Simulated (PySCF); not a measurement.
# F2H6P2Si2 ((SiH3)2PPF2): the cost of one run

The runs use PySCF 2.14.0, with density-fitted response routines of our own; the level of theory stands in each step. All values are computed, except where a source is named. Atoms are numbered from 0 throughout.

## Step 1: The starting structure

12 atoms, charge 0, multiplicity 1; geometry from: GFN2-xTB.

Bonds of the start (Å): F0–P1 1.62, P1–F2 1.62, P1–P3 2.17, P3–Si4 2.25, P3–Si5 2.25, Si4–H6 1.47, Si4–H7 1.46, Si4–H8 1.46, Si5–H9 1.46, Si5–H10 1.47, Si5–H11 1.46.

## Step 2: Relaxing the molecule at PBE0-D3(BJ)/def2-SVP

What the job is given:

```
{"job": {"xc": "PBE0", "basis": "def2-SVP", "d3": "d3bj", "grid": 1, "kind": "geom"}, "charge": 0, "multiplicity": 1}
F     -0.906164     2.794872    -0.394981
P      0.109229     1.630413    -0.874188
F      1.437837     2.516547    -0.615861
P      0.138468     0.439993     0.935738
Si     1.669535    -0.946029     0.047650
Si    -1.804486    -0.539881     0.371166
H      1.351909    -1.295889    -1.340755
H      1.646048    -2.134549     0.895610
H      2.954120    -0.251691     0.113118
H     -1.899168    -1.720566     1.225210
H     -1.834240    -0.922255    -1.044380
H     -2.861889     0.428349     0.655647
```

Started as:

```console
OMP_NUM_THREADS=1 python probes_run.py task.json out
```

This one command runs all jobs of the session in turn.

**Question.** How long does this first job take on 1 thread of Intel Xeon Platinum 8259CL at 2.50GHz, shared host, and how much memory does it need?

About 3.4 min, with a peak of 0.52 GiB.
